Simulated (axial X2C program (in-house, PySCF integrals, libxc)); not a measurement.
# HfSe⁺: from the state search to constants, part 2 of 2

Computed with an in-house X2C program for linear molecules on PySCF integrals; all-electron X2C, Hf dyall-cv3z, Se dyall-cv3z. The steps go on from the part before.

## Step 9: PBE0, 2c

State followed: Ω = 1/2 (excess of +ω over −ω: ω = 1/2). The scan is laid around 2.248 Å, a first estimate of the minimum, and this SCF restarts from the orbitals of the search.

The SCF at the reference distance of 2.248 Å:

```text
two-component X2C + atomic mean field  PBE0
basis functions 287  fitting functions 1503  grid points 5800
iter        total energy     max residual
   1     -17505.082020485     7.81e-06
   2     -17505.082020492     9.05e-06
   3     -17505.082020494     3.80e-06
   4     -17505.082020495     2.10e-06
converged
one-electron -25184.84873314  Coulomb 7517.96031508  exact exchange -98.57148339  xc functional -302.27314480  nuclear repulsion 576.25703396  atomic mean-field constant -13.60600821
```

Along the bond, energies from the lowest point:

```csv
R (Å),E (eV),μ (D),HOMO (eV),LUMO (eV),iterations
1.956,1.7818,-4.15,-11.66,-8.76,13
2.046,0.7427,-4.49,-11.70,-8.79,13
2.113,0.2957,-4.73,-11.74,-8.83,13
2.181,0.0641,-4.94,-11.78,-8.89,13
2.248,0.0000,-5.14,-11.82,-8.98,4
2.327,0.0844,-5.35,-11.86,-9.08,16
2.405,0.2936,-5.54,-11.90,-9.17,16
2.506,0.6831,-5.72,-11.93,-9.28,18
2.630,1.2487,-5.70,-11.64,-9.31,21
2.810,2.0603,-5.23,-11.32,-9.16,24
```

Dipoles are positive if Se is the positive end and refer to the centre of mass.

Outer spinors at the reference distance:

```tsv
ω	occupied	ε (eV)	atomic character	λ mixture
3/2	yes	-29.09	100% Hf f	73% δ, 27% π
-3/2	yes	-29.08	100% Hf f	76% δ, 24% π
1/2	yes	-28.99	100% Hf f	55% π, 45% σ
-1/2	yes	-28.99	100% Hf f	61% π, 39% σ
7/2	yes	-27.67	100% Hf f	100% φ
-7/2	yes	-27.66	100% Hf f	100% φ
5/2	yes	-27.49	100% Hf f	88% δ, 12% φ
-5/2	yes	-27.47	100% Hf f	89% δ, 11% φ
3/2	yes	-27.39	100% Hf f	73% π, 27% δ
1/2	yes	-27.33	100% Hf f	55% σ, 45% π
-3/2	yes	-27.33	100% Hf f	76% π, 24% δ
-1/2	yes	-27.30	100% Hf f	61% σ, 39% π
-1/2	yes	-23.74	66% Se s, 11% Hf d, 10% Hf p	100% σ
1/2	yes	-23.67	66% Se s, 12% Hf d, 10% Hf p	100% σ
1/2	yes	-13.62	63% Se p, 14% Hf s, 14% Hf d	99% σ, 1% π
-1/2	yes	-13.49	65% Se p, 14% Hf d, 13% Hf s	99% σ, 1% π
-1/2	yes	-12.92	54% Se p, 34% Hf d, 4% Hf p	99% π, 1% σ
1/2	yes	-12.92	57% Se p, 31% Hf d, 4% Hf p	98% π, 2% σ
3/2	yes	-12.69	53% Se p, 36% Hf d, 4% Hf p	100% π
-3/2	yes	-12.68	57% Se p, 32% Hf d, 4% Hf f	100% π
1/2	yes	-11.82	52% Hf s, 39% Hf d, 4% Se p	99% σ, 1% π
-3/2	no	-8.98	98% Hf d	99% δ, 1% π
-1/2	no	-8.91	59% Hf s, 30% Hf d, 5% Hf p	99% σ, 1% π
5/2	no	-8.62	99% Hf d	100% δ
3/2	no	-8.15	95% Hf d	93% δ, 7% π
```

PBE0 fields in the half plane through the axis: z from -2.4 to 4.5 Å across, distance from the axis 0.15 to 2.25 Å upwards; Hf lies at z = 0 and Se at z = 2.248 Å; the ELF is damped to zero where the density is low.

log10 density (e/bohr³). Ten even steps from '0' (-4.65 ) to '9' (1.78 ):
```
001122222222222222211000
011222333333333333222110
112223333333334433332210
112233444444444444433211
122334455544455555443321
123344566655555555544321
123345677765556776554322
223445789876567997654332
```

ELF. Ten even steps from ' ' (0.00 ) to '@' (0.86 ):
```
      ..::==++====--::..............            
      ::++****++++==------======----::..        
    ..--==++++==------==**********++++--::      
    ..::::::::::::..::==##%%%%%%%%%%##**==::    
    ..........::--::..==%%@@@@%%%%@@@@%%##==..  
    ......::==****++----##%%**--==##@@@@%%**--  
    ....::==**======++--##**..====::##@@@@##==..
  ......--******--**++--**====****====@@@@%%++..
```

Re = 2.245 Å, ωe = 373 cm⁻¹, ωexe = 0.521 cm⁻¹, Be = 0.06043 cm⁻¹, De = 4.57 eV, μ = -5.14 D.

## Step 10: HF, 2c

The SCF at the reference distance of 2.248 Å:

```text
two-component X2C + atomic mean field  HF
basis functions 287  fitting functions 1503  grid points 5800
iter        total energy     max residual
   1     -17498.523325856     7.99e-01
   2     -17498.580897411     3.12e-02
   3     -17498.581670426     3.74e-02
   4     -17498.587022604     1.59e-03
   5     -17498.587162786     1.74e-03
   6     -17498.587253717     5.41e-04
   7     -17498.587315603     5.04e-04
   8     -17498.587371783     4.67e-04
   9     -17498.587440346     4.22e-04
  10     -17498.587534800     3.58e-04
  11     -17498.587641616     2.53e-04
  12     -17498.587717427     1.57e-04
  13     -17498.587735849     9.46e-05
  14     -17498.587741558     7.30e-05
  15     -17498.587744237     3.77e-05
  16     -17498.587744865     1.88e-05
  17     -17498.587744983     1.20e-05
  18     -17498.587745029     8.62e-06
  19     -17498.587745047     5.47e-06
  20     -17498.587745052     3.53e-06
  21     -17498.587745054     1.97e-06
converged
one-electron -25186.69750936  Coulomb 7520.05930589  exact exchange -394.60056734  xc functional 0.00000000  nuclear repulsion 576.25703396  atomic mean-field constant -13.60600821
```

No constants are quoted: the dipole of the solution doesn't run smoothly along the scan, a sign that its character may change, so the fit is set aside.

## Step 11: PBE50, 2c

Output at 2.248 Å:

```text
two-component X2C + atomic mean field  PBE50
basis functions 287  fitting functions 1503  grid points 5800
iter        total energy     max residual
   1     -17504.860353126     2.66e-01
   2     -17504.866249407     1.82e-02
   3     -17504.863622039     2.85e-02
   4     -17504.868278320     1.38e-03
   5     -17504.868223564     1.20e-03
   6     -17504.868314930     2.32e-04
   7     -17504.868317123     1.27e-04
   8     -17504.868318506     6.43e-05
   9     -17504.868319619     3.67e-05
  10     -17504.868320136     2.84e-05
  11     -17504.868320420     1.53e-05
  12     -17504.868320498     7.15e-06
  13     -17504.868320519     3.02e-06
  14     -17504.868320522     1.38e-06
  15     -17504.868320522     6.40e-07
converged
one-electron -25186.62075260  Coulomb 7519.83231393  exact exchange -197.21131306  xc functional -203.51959454  nuclear repulsion 576.25703396  atomic mean-field constant -13.60600821
```

No constants are quoted: the dipole of the solution doesn't run smoothly along the scan, a sign that its character may change, so the fit is set aside.

## Step 12: Correlated methods, 2c

Correlated methods: 9 electrons correlated (frozen shells, counted by type: Hf 5 s, 4 p, 2 d, 1 f; Se 3 s, 2 p, 1 d), 333 virtual spinors in MP2, 90 natural virtuals in coupled cluster.

Output of the correlated part at 2.248 Å:

```text
correlated 9  virtual 333  natural virtual 90  E(MP2) -0.221080067  MP2 remainder -0.006386747
iter   CCSD correlation   residual
   1     -0.210458101   1.79e-01
   2     -0.218995923   1.00e-01
   3     -0.222435019   3.52e-02
   4     -0.223054163   1.71e-02
   5     -0.223454441   9.27e-03
   6     -0.223600512   4.18e-03
   7     -0.223654695   1.81e-03
   8     -0.223679810   6.09e-04
   9     -0.223674765   2.60e-04
  10     -0.223677616   1.10e-04
  11     -0.223675376   5.05e-05
  12     -0.223675578   2.34e-05
  13     -0.223675517   1.19e-05
  14     -0.223675451   6.29e-06
  15     -0.223675460   3.13e-06
(T) -0.017489111  T1 0.0592  D1 0.1078  max T2 0.062
```

MP2: No constants are quoted: the dipole of the HF reference doesn't run smoothly along the scan, a sign that its character may change, so the fit is set aside.

CCSD: No constants are quoted: the dipole of the HF reference doesn't run smoothly along the scan, a sign that its character may change, so the fit is set aside.

CCSD(T): No constants are quoted: the dipole of the HF reference doesn't run smoothly along the scan, a sign that its character may change, so the fit is set aside.

## Step 13: A higher determinant, 2c

State: Ω = 3/2 (excess of +ω over −ω: ω = 3/2).

Output at the reference distance:

```text
two-component X2C + atomic mean field  PBE0
basis functions 287  fitting functions 1503  grid points 5800
iter        total energy     max residual
   1     -17505.057187085     4.22e-06
   2     -17505.057187086     1.07e-05
converged
one-electron -25188.67919043  Coulomb 7521.89954590  exact exchange -98.59493816  xc functional -302.33363015  nuclear repulsion 576.25703396  atomic mean-field constant -13.60600821
```

```
R (Å)  E above the lowest PBE0 point (eV)
1.956                               2.688
2.046                               1.581
2.113                               1.080
2.181                               0.794
2.248                               0.676
2.327                               0.698
2.405                               0.847
2.506                               1.161
2.630                               1.649
```

Re = 2.275 Å, ωe = 352 cm⁻¹, ωexe = 0.599 cm⁻¹, Be = 0.05886 cm⁻¹, μ = -6.28 D. Te = 0.67 eV. As a difference of two determinants it need not be a gap between pure terms.

## Step 14: The 2c curves together

Energy (eV) of the followed determinant, 2c, from each level's lowest point:

```csv
R (Å),PBE0,HF (dipole not smooth),MP2 (HF's dipole not smooth),CCSD (HF's dipole not smooth),CCSD(T) (HF's dipole not smooth),PBE50 (dipole not smooth)
1.956,1.782,1.981,2.078,n/a,n/a,1.659
2.046,0.743,0.847,0.897,0.939,1.010,0.650
2.113,0.296,0.351,0.360,0.411,0.458,0.230
2.181,0.064,0.087,0.064,0.113,0.134,0.030
2.248,0.000,0.000,0.000,0.000,0.000,0.000
2.327,0.084,0.047,0.289,0.058,0.058,0.128
2.405,0.294,0.152,0.912,0.261,0.286,0.381
2.506,0.683,0.306,1.427,0.625,0.657,0.813
2.630,1.249,0.554,1.873,n/a,n/a,1.379
2.810,2.060,1.019,2.446,n/a,n/a,2.123
```

Time for the job: 5.4 min (1 thread of Arm Neoverse V2, shared host); peak memory 0.77 GiB.

## Step 15: Constants

This closing draws on all 2 parts.

Lowest determinant that the search found at its distance, spin-free: M_S = 1/2, Λ = 0 (beyond closed shells: σα).

Lowest determinant that the search found at its distance, 2c: Ω = 1/2 (excess of +ω over −ω: ω = 1/2).

```csv
Hamiltonian,level,Re (Å),ωe (cm⁻¹),De (eV),μ (D)
spin-free,PBE0,2.244,374,4.85,-5.16
spin-free,PBE50,2.227,392,4.41,-5.78
2c,PBE0,2.245,373,4.57,-5.14
```

Dipoles are positive if Se is the positive end and refer to the centre of mass. No constants: spin-free HF (the dipole of the solution doesn't run smoothly along the scan, a sign that its character may change, so the fit is set aside); spin-free MP2 (the dipole of the HF reference doesn't run smoothly along the scan, a sign that its character may change, so the fit is set aside); spin-free CCSD (the dipole of the HF reference doesn't run smoothly along the scan, a sign that its character may change, so the fit is set aside); spin-free CCSD(T) (the dipole of the HF reference doesn't run smoothly along the scan, a sign that its character may change, so the fit is set aside); 2c HF (the dipole of the solution doesn't run smoothly along the scan, a sign that its character may change, so the fit is set aside); 2c MP2 (the dipole of the HF reference doesn't run smoothly along the scan, a sign that its character may change, so the fit is set aside); 2c CCSD (the dipole of the HF reference doesn't run smoothly along the scan, a sign that its character may change, so the fit is set aside); 2c CCSD(T) (the dipole of the HF reference doesn't run smoothly along the scan, a sign that its character may change, so the fit is set aside); 2c PBE50 (the dipole of the solution doesn't run smoothly along the scan, a sign that its character may change, so the fit is set aside).

Time per point (s) on 1 thread of Arm Neoverse V2, shared host (2c runs); the times are rough: PBE0 2.3.

What this shows: At PBE0, going from spin-free to two-component changes Re by +1 mÅ, ωe by -0.4 %, which is small (part of it comes from the scalar share of the two-electron terms). It costs about 1.7 times the time. De moves by -0.28 eV; both De rest on single-determinant atoms, which can miss part of an open shell's spin–orbit lowering.

De refers to Hf+ + Se, each in the lowest determinant found, which need not be this curve's own limit. The state is a single determinant with fixed occupations, the lowest that a limited PBE0 search found. Dissociation energies refer to the lowest single-determinant-based atoms at the same level and basis. Density functionals use the spin component along the axis (collinear). The spin-free determinant is spin-contaminated at some levels.
